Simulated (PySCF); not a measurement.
**CuNH: structure of the quartet**

The task is one start of a wider search on CuNH: the quartet, from a linear start. It is relaxed, tested by its Hessian and followed downhill if it is a saddle.

The runs use PySCF 2.14.0; PBE0, basis Cu def2-TZVP, N def2-TZVP, H def2-TZVP, no relativity, density fitting.

### 1 Where the work starts

3 atoms, charge 0, spin multiplicity 4.

Bond lengths: Cu1–N2 1.750 Å, Cu1–H3 1.440 Å. Angles: N2–Cu1–H3 180.0°.

Z-matrix (Å, degrees; charge 0 multiplicity 4):
```
Cu
N  1 1.7500
H  1 1.4400 2 180.00
```

### 2 Finding the electronic state

One driver script runs all steps and calls PySCF; scf.py shows how it sets up the SCF of each step. The optimiser is the driver's own. After this first run the driver tries any further starts and a stability analysis.

The input, scf.py:

```python
from pyscf import gto, scf, dft
mol = gto.M(atom='''
Cu     0.000000     0.000000     0.000000
N      0.000000     0.000000    -1.750000
H      0.000000     0.000000     1.440000''',
    basis={'Cu': 'def2-TZVP', 'N': 'def2-TZVP', 'H': 'def2-TZVP'},
    charge=0, spin=3)
mf = dft.UKS(mol, xc='PBE0')
mf.grids.atom_grid = (50, 194)
aux = {'Cu': 'def2-universal-JKFIT', 'N': 'def2-universal-JKFIT', 'H': 'def2-universal-JKFIT'}
mf = mf.density_fit(auxbasis=aux)
mf.conv_tol = 1e-08
mf.diis_space = 10
mf.max_cycle = 60
mf.init_guess = 'minao'
mf.verbose = 4
mf.kernel()
```

On the command line:

```bash
$ OMP_NUM_THREADS=2 python axn.py task.json out
```

The log of the run:

```text
init E= -1694.94246401728
[... the frontier-level lines of each cycle are left out ...]
cycle= 1 E= -1690.50941146117  delta_E= 4.43  |g|= 4.53  |ddm|= 1.58
cycle= 2 E= -1678.27402389506  delta_E= 12.2  |g|= 8.01  |ddm|=   11
cycle= 3 E= -1694.31214770123  delta_E=  -16  |g|= 2.32  |ddm|= 8.88
cycle= 4 E= -1692.07692471395  delta_E= 2.24  |g|= 2.14  |ddm|=  2.5
cycle= 5 E= -1695.25713459646  delta_E= -3.18  |g|= 0.751  |ddm|= 2.62
cycle= 6 E= -1695.37948734423  delta_E= -0.122  |g|= 0.304  |ddm|= 0.438
cycle= 7 E= -1695.40294325891  delta_E= -0.0235  |g|= 0.127  |ddm|= 0.264
cycle= 8 E= -1695.40916659312  delta_E= -0.00622  |g|= 0.0368  |ddm|= 0.0776
cycle= 9 E= -1695.40970933117  delta_E= -0.000543  |g|= 0.0117  |ddm|= 0.0402
cycle= 10 E= -1695.40992888718  delta_E= -0.00022  |g|= 0.00709  |ddm|= 0.0443
cycle= 11 E= -1695.4100356898  delta_E= -0.000107  |g|= 0.00242  |ddm|= 0.0307
cycle= 12 E= -1695.4100866702  delta_E= -5.1e-05  |g|= 0.00152  |ddm|= 0.0247
cycle= 13 E= -1695.41010919205  delta_E= -2.25e-05  |g|= 0.00116  |ddm|= 0.0219
cycle= 14 E= -1695.4101119839  delta_E= -2.79e-06  |g|= 0.000407  |ddm|= 0.00716
cycle= 15 E= -1695.41011234488  delta_E= -3.61e-07  |g|= 6.93e-05  |ddm|= 0.00303
cycle= 16 E= -1695.41011234774  delta_E= -2.86e-09  |g|= 5.7e-05  |ddm|= 0.000185
Extra cycle  E= -1695.4101123359  delta_E= 1.18e-08  |g|= 0.000252  |ddm|= 0.000125
converged SCF energy = -1695.4101123359  <S^2> = 3.7599056  2S+1 = 4.0049497
```

This step, with its further starts and checks, took 9.4 s on 2 threads of Arm Neoverse V2, shared host.

The starts that the driver tried:

```tsv
start	energy (Eh)
the minimal-basis guess	-1695.410112
a thermally smeared density	-1695.410112
a smeared PBE density	-1695.410112
```

No lower solution of this spin turned up from the other starts or in the test of internal stability.

### 3 Linear start, quartet: relaxation

The program finds C∞v symmetry in the start, which this walk keeps.

Changes to scf.py since step 2:

```diff
@@ -3,3 +3,3 @@
-Cu     0.000000     0.000000     0.000000
-N      0.000000     0.000000    -1.750000
-H      0.000000     0.000000     1.440000''',
+Cu     0.000000     0.000000     0.295791
+N      0.000000     0.000000    -1.454209
+H      0.000000     0.000000     1.735791''',
@@ -15 +14,0 @@
-mf.init_guess = 'minao'
```

Steps of the walk:

```tsv
step	energy (Eh)	change (kJ/mol)	largest symmetric gradient (Eh/bohr)
0	-1695.410112	0.00	0.03428
1	-1695.412681	-6.74	0.01754
2	-1695.413719	-9.47	0.00400
3	-1695.413774	-9.61	0.00136
4	-1695.413777	-9.62	0.00051
5	-1695.413778	-9.62	0.00017
```

The walk took 7.6 s.

Positions (Å) and forces (eV/Å) along the way:

```
step 0
Cu   0.000   0.000   0.296   0.000   0.000  -1.290
N    0.000   0.000  -1.454   0.000   0.000  -0.473
H    0.000   0.000   1.736   0.000   0.000   1.763
step 1
Cu   0.000   0.000   0.284   0.000   0.000  -0.703
N    0.000   0.000  -1.481   0.000   0.000  -0.199
H    0.000   0.000   1.774   0.000   0.000   0.902
step 3
Cu   0.000   0.000   0.268   0.000   0.000  -0.070
N    0.000   0.000  -1.511   0.000   0.000   0.036
H    0.000   0.000   1.821   0.000   0.000   0.034
step 5
Cu   0.000   0.000   0.266   0.000   0.000  -0.005
N    0.000   0.000  -1.511   0.000   0.000   0.009
H    0.000   0.000   1.822   0.000   0.000  -0.003
```

End point (C∞v, 5 steps, 9.6 kJ/mol gained): Cu–H 1.557 Å, Cu–N 1.777 Å; H–Cu–N 180.0°.

### 4 Hessian and properties

On the finer grid the gradient is checked again; gradients at displacements of ±0.02 bohr then give force constants and infrared intensities.

Changes to scf.py since step 3:

```diff
@@ -3,3 +3,3 @@
-Cu     0.000000     0.000000     0.295791
-N      0.000000     0.000000    -1.454209
-H      0.000000     0.000000     1.735791''',
+Cu    -0.000000     0.000000     0.298874
+N      0.000000     0.000000    -1.476994
+H     -0.000000     0.000000     1.855188''',
@@ -9 +9 @@
-mf.grids.atom_grid = (50, 194)
+mf.grids.atom_grid = (75, 302)
@@ -12 +12 @@
-mf.conv_tol = 1e-08
+mf.conv_tol = 1e-10
```

The driver hands on the density of the step before, so the log starts near convergence.

Log of the central SCF (cycles and frontier levels):

```text
init E= -1695.4137064559
[... the frontier-level lines of each cycle are left out ...]
cycle= 1 E= -1695.41370645589  delta_E= 8.41e-12  |g|= 9.21e-06  |ddm|= 5.06e-06
Extra cycle  E= -1695.41370645562  delta_E= 2.72e-10  |g|= 3.94e-05  |ddm|= 1.71e-05
converged SCF energy = -1695.41370645562  <S^2> = 3.7600584  2S+1 = 4.005026
```

The whole step took 26 s.

Geometry: C∞v; Cu–H 1.556 Å, Cu–N 1.776 Å; H–Cu–N 180.0°.

Modes, for the most abundant isotopes:

```json
{"symmetry": "π", "ω (cm⁻¹)": "82", "IR (km/mol)": "252", "μ (u)": "1.11", "type": "bend"}
{"symmetry": "σ+", "ω (cm⁻¹)": "544", "IR (km/mol)": "14.1", "μ (u)": "15.92", "type": "stretch"}
{"symmetry": "σ+", "ω (cm⁻¹)": "1768", "IR (km/mol)": "6.2", "μ (u)": "1.02", "type": "stretch"}
```

No imaginary mode, so this is a minimum.

Constants and moments:

- Dipole moment: 1.92 D
- Highest occupied level: -7.34 eV
- Lowest empty level: -4.73 eV
- Rotational constants: 0.4253 cm⁻¹
- Zero-point energy: 14.8 kJ/mol
- Principal polarisabilities: 23.6, 23.6, 53.1 bohr³
- Atomisation energy without zero-point energy: 327 kJ/mol
- Principal traceless quadrupole moments about the centre of mass: -4.82, 2.41, 2.41 D Å
- Entropy at 298.15 K and 1 bar (electronic part: spin only): 269.0 J/(mol K)
- Heat capacity Cp at 298.15 K: 50.5 J/(mol K)
- Enthalpy at 298.15 K above 0 K: 13.23 kJ/mol
- Rotational symmetry number: 1
- Spin squared ⟨S²⟩: 3.760

Charges (e) and bond orders:

```json
{"atom": "Cu1", "Mulliken": "-0.03", "Löwdin": "0.12", "polar tensor": "0.14", "spin (Mulliken)": "0.39", "Mayer order to Cu1": "–"}
{"atom": "N2", "Mulliken": "0.02", "Löwdin": "0.08", "polar tensor": "0.07", "spin (Mulliken)": "2.57", "Mayer order to Cu1": "0.96"}
{"atom": "H3", "Mulliken": "0.01", "Löwdin": "-0.19", "polar tensor": "-0.22", "spin (Mulliken)": "0.04", "Mayer order to Cu1": "0.97"}
```

Mulliken populations on Cu1: s 7.15, p 12.24, d 9.63, f 0.00.

### 5 Outcome

| quantity | value |
| --- | --- |
| minimum | quartet, C∞v |
| geometry | Cu–H 1.556 Å, Cu–N 1.776 Å; H–Cu–N 180.0° |
| wavenumbers (cm⁻¹) | 82 (π), 544 (σ+), 1768 (σ+) |
| dipole moment | 1.92 D |
| highest occupied, lowest empty level (either spin) | -7.34, -4.73 eV |
| polar-tensor charge of Cu1 | +0.14 e |
| zero-point energy | 14.8 kJ/mol |
| entropy at 298.15 K | 269.0 J/(mol K) |
| atomisation energy (no zero-point energy) | 327 kJ/mol |
| ⟨S²⟩ | 3.760 |

What this shows: The linear start keeps its C∞v symmetry and ends in a minimum. The strongest infrared band lies at 82 cm⁻¹ (π, bend). Most of the spin sits on N2 (Mulliken spin 2.57, against 3 for the whole molecule). Other starts or spin states, not run here, may lie lower. Open d and f shells are described by one determinant, and the ground state may have another occupation or spin.

The search up to here took 43 s.
